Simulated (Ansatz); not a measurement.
# C₅H₁₅GeN: up Jacob's ladder to CCSD(T)

An exercise on one series of results from a longer session: the logs are not shown, and one member is left open.

The runs use Ansatz 0.2.0, Gaussian basis; functionals in def2-TZVPP, the program's frozen cores in correlated methods.

Levels to be run: LDA (SPW92), PBE-D4, revPBE-D4, BLYP-D4, r2SCAN-D4, B97M-V, PBE0-D4, B3LYP-D4, r2SCANh-D4, r2SCAN0-D4, HSE06-D4, BHLYP-D4, CAM-B3LYP-D4, LC-ωPBE, ωB97X-V, ωB97M-V, B2PLYP, PBE-QIDH; CCSD(T)/def2-SVP; CCSD(T)/def2-TZVPP; MP2/def2-QZVPP; extrapolation to the limit; RPA on PBE.

**Structure used throughout**

All runs share one geometry, relaxed beforehand with PBE0-D4 in a triple-zeta def2 set.

22 atoms, charge 0, spin multiplicity 1.

Atoms are counted from 1 here; the program's logs count them from 0.

Bond lengths: C1–C2 1.519 Å, C1–H8 1.092 Å, C1–H9 1.094 Å, C1–H10 1.093 Å, C2–N3 1.458 Å, C2–H11 1.097 Å, C2–H12 1.099 Å, N3–Ge4 1.840 Å, N3–C5 1.456 Å, Ge4–H13 1.551 Å, Ge4–H14 1.537 Å, Ge4–H15 1.536 Å, C5–C6 1.524 Å, C5–C7 1.518 Å, C5–H16 1.106 Å, C6–H17 1.091 Å, C6–H18 1.093 Å, C6–H19 1.093 Å and more. Angles: C2–C1–H8 110.9°, C2–C1–H9 111.0°, C2–C1–H10 110.4°, H8–C1–H9 108.6°, H8–C1–H10 107.7°, H9–C1–H10 108.1°, C1–C2–N3 113.3°, C1–C2–H11 109.8°, C1–C2–H12 108.7°, N3–C2–H11 108.9°, N3–C2–H12 111.0°, H11–C2–H12 104.9°, C2–N3–Ge4 114.9°, C2–N3–C5 114.9°, Ge4–N3–C5 121.9°, N3–Ge4–H13 113.0°, N3–Ge4–H14 104.8°, N3–Ge4–H15 111.2° and more.

Geometry (Å):

```mol
C5H15GeN
  3D, bonds by distance, orders not assigned

 22 21  0  0  0  0  0  0  0  0999 V2000
    0.1026   -2.4970    0.3420 C   0  0
   -0.8189   -1.3511   -0.0390 C   0  0
   -0.2936   -0.0426    0.3314 N   0  0
   -0.9672    0.6468    1.8985 Ge  0  0
    0.0718    0.8107   -0.7906 C   0  0
    1.2317    0.2121   -1.5780 C   0  0
    0.4368    2.2114   -0.3347 C   0  0
    1.0787   -2.3879   -0.1346 H   0  0
   -0.3247   -3.4594    0.0452 H   0  0
    0.2617   -2.5156    1.4229 H   0  0
   -1.0041   -1.3659   -1.1197 H   0  0
   -1.8025   -1.5235    0.4189 H   0  0
   -2.2812    1.4444    1.6940 H   0  0
   -1.2636   -0.5821    2.7736 H   0  0
    0.0593    1.5542    2.5923 H   0  0
   -0.7879    0.9006   -1.4801 H   0  0
    1.0002   -0.7886   -1.9468 H   0  0
    1.4684    0.8363   -2.4436 H   0  0
    2.1188    0.1432   -0.9428 H   0  0
   -0.3961    2.7130    0.1663 H   0  0
    1.2889    2.1878    0.3496 H   0  0
    0.7114    2.8231   -1.1961 H   0  0
  1  2  8  0
  2  3  8  0
  3  4  8  0
  3  5  8  0
  5  6  8  0
  5  7  8  0
  1  8  8  0
  1  9  8  0
  1 10  8  0
  2 11  8  0
  2 12  8  0
  4 13  8  0
  4 14  8  0
  4 15  8  0
  5 16  8  0
  6 17  8  0
  6 18  8  0
  6 19  8  0
  7 20  8  0
  7 21  8  0
  7 22  8  0
M  END
```

Set-up of the first run:

Contents of in.yaml:

```yaml
crystal:
  periodic: [false, false, false]
  atoms:
    - {symbol: C, position_ang: [0.102647, -2.497045, 0.342006]}
    - {symbol: C, position_ang: [-0.818878, -1.351086, -0.039015]}
    - {symbol: N, position_ang: [-0.293561, -0.042561, 0.331424]}
    - {symbol: Ge, position_ang: [-0.967169, 0.646791, 1.898522]}
    - {symbol: C, position_ang: [0.071838, 0.810728, -0.790592]}
    - {symbol: C, position_ang: [1.231660, 0.212130, -1.577960]}
    - {symbol: C, position_ang: [0.436760, 2.211413, -0.334716]}
    - {symbol: H, position_ang: [1.078695, -2.387947, -0.134568]}
    - {symbol: H, position_ang: [-0.324693, -3.459437, 0.045240]}
    - {symbol: H, position_ang: [0.261652, -2.515608, 1.422911]}
    - {symbol: H, position_ang: [-1.004139, -1.365918, -1.119681]}
    - {symbol: H, position_ang: [-1.802470, -1.523540, 0.418889]}
    - {symbol: H, position_ang: [-2.281154, 1.444409, 1.693950]}
    - {symbol: H, position_ang: [-1.263611, -0.582082, 2.773557]}
    - {symbol: H, position_ang: [0.059348, 1.554188, 2.592291]}
    - {symbol: H, position_ang: [-0.787864, 0.900640, -1.480111]}
    - {symbol: H, position_ang: [1.000177, -0.788578, -1.946831]}
    - {symbol: H, position_ang: [1.468383, 0.836313, -2.443644]}
    - {symbol: H, position_ang: [2.118820, 0.143164, -0.942800]}
    - {symbol: H, position_ang: [-0.396100, 2.713034, 0.166281]}
    - {symbol: H, position_ang: [1.288926, 2.187837, 0.349559]}
    - {symbol: H, position_ang: [0.711430, 2.823054, -1.196115]}
basis:
  gaussian: {orbitals: def2-TZVPP}
hamiltonian: {xc: lda}
output: {orbitals: {seedname: orbitals}}
```

Started as:

```
ansatz run in.yaml --threads 4 --pin off --events-out ev --progress --plain --max-ram 41984MiB --backend cuda --devices 0, --max-vram 37GiB
```

Among the steps run: LDA; PBE-D4 (GGA); revPBE-D4 (GGA); BLYP-D4 (GGA); r2SCAN-D4 (meta-GGA); B97M-V (meta-GGA); B3LYP-D4 (hybrid); r2SCANh-D4 (hybrid); r2SCAN0-D4 (hybrid); HSE06-D4 (hybrid); BHLYP-D4 (hybrid); CAM-B3LYP-D4 (range-separated); LC-ωPBE (range-separated); ωB97X-V (range-separated); ωB97M-V (range-separated); B2PLYP (double hybrid); PBE-QIDH (double hybrid).

One table of the session follows, with a row left open; its other results are not shown here.

It belongs to the step «Frontier levels by functional». 

```
  functional  HOMO (eV)  LUMO (eV)  gap (eV)
 LDA (SPW92)      -4.88      -0.25      4.63
      PBE-D4      -4.77       0.02      4.79
   revPBE-D4      -4.72       0.16      4.88
     BLYP-D4      -4.67       0.09      4.77
   r2SCAN-D4      -4.99       0.45      5.44
      B97M-V      -5.21       0.13      5.34
     PBE0-D4      -6.05       0.85      6.90
    B3LYP-D4      -5.85       0.58      6.43
  r2SCANh-D4      -5.48       0.72      6.20
  r2SCAN0-D4          ?          ?         ?
    HSE06-D4      -5.65       0.47      6.13
    BHLYP-D4      -7.30       1.57      8.87
CAM-B3LYP-D4      -7.41       1.71      9.12
     LC-ωPBE      -8.70       2.96     11.66
     ωB97X-V      -8.42       2.74     11.16
     ωB97M-V      -8.35       2.40     10.75
```

Q: Estimate the row for r2SCAN0-D4 from the others.

Worked estimate for «HOMO (eV)». Against the share of exact exchange, r2SCAN-D4 (0, -4.99), r2SCANh-D4 (0.1, -5.48) give a slope of -4.90 per unit share; at 0.25 the line stands at -6.21.

**Answer.** HOMO (eV): -6.22; LUMO (eV): 1.12; gap (eV): 7.34. In «HOMO (eV)» the line misses by +0.01.
